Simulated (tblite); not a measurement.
# C6H13FOSi2: the cost of one run

Programs: tblite 0.8.0 and PySCF 2.14.0, with density-fitted response routines of our own. Each step states its level of theory. These are calculated values for one molecule in the gas phase, unless marked as measured. Atoms are numbered from 0 throughout.

## 1. The starting structure

23 atoms, charge 0, multiplicity 1; geometry from: force field or distance geometry start.

Bonds of the start (Å): C0–C1 1.53, C1–O2 1.42, O2–C3 1.45, C3–F4 1.35, C3–Si5 1.86, Si5–C6 1.90, C6–C7 1.52, C7–C8 1.34, C8–Si9 1.85, Si9–Si5 2.33, C0–H10 1.10, C0–H11 1.08, C0–H12 1.08, C1–H13 1.09, C1–H14 1.10, C3–H15 1.10, Si5–H16 1.49, C6–H17 1.09, C6–H18 1.09, C7–H19 1.09, C8–H20 1.09, Si9–H21 1.48, Si9–H22 1.50.

## 2. Optimising the geometry with GFN2-xTB

Job settings and geometry (Å):

```
{"job": {"kind": "relax", "xc": "GFN2-xTB", "basis": "xTB"}, "charge": 0, "multiplicity": 1}
C      3.948200     0.359800     0.990100
C      2.770300     0.914800     0.179600
O      1.765800    -0.089800     0.145300
C      0.587800     0.382500    -0.553400
F      0.987800     0.766900    -1.781100
Si    -0.776000    -0.863200    -0.766600
C     -2.333000    -0.081200    -1.532600
C     -3.459300     0.028100    -0.523800
C     -3.342300    -0.409700     0.742000
Si    -1.755900    -1.163400     1.321400
H      3.616800     0.098000     2.003100
H      4.744800     1.092500     1.056600
H      4.322100    -0.551400     0.541900
H      3.113000     1.152500    -0.827800
H      2.385300     1.824900     0.670800
H      0.203800     1.265900    -0.019600
H     -0.400100    -2.139600    -1.441200
H     -2.092300     0.907900    -1.909900
H     -2.659600    -0.695400    -2.369500
H     -4.395800     0.463500    -0.863900
H     -4.157000    -0.331200     1.465200
H     -1.945600    -2.583100     1.699500
H     -1.133400    -0.322300     2.397700
```

Launch:

```
OMP_NUM_THREADS=1 python probes_run.py task.json out
```

The driver reads the jobs from task.json and runs them one after another.

Q: Estimate the wall time and peak memory of this first job on 1 thread of Arm Neoverse N1, shared host.

About 1.9 s, with a peak of 0.18 GiB.
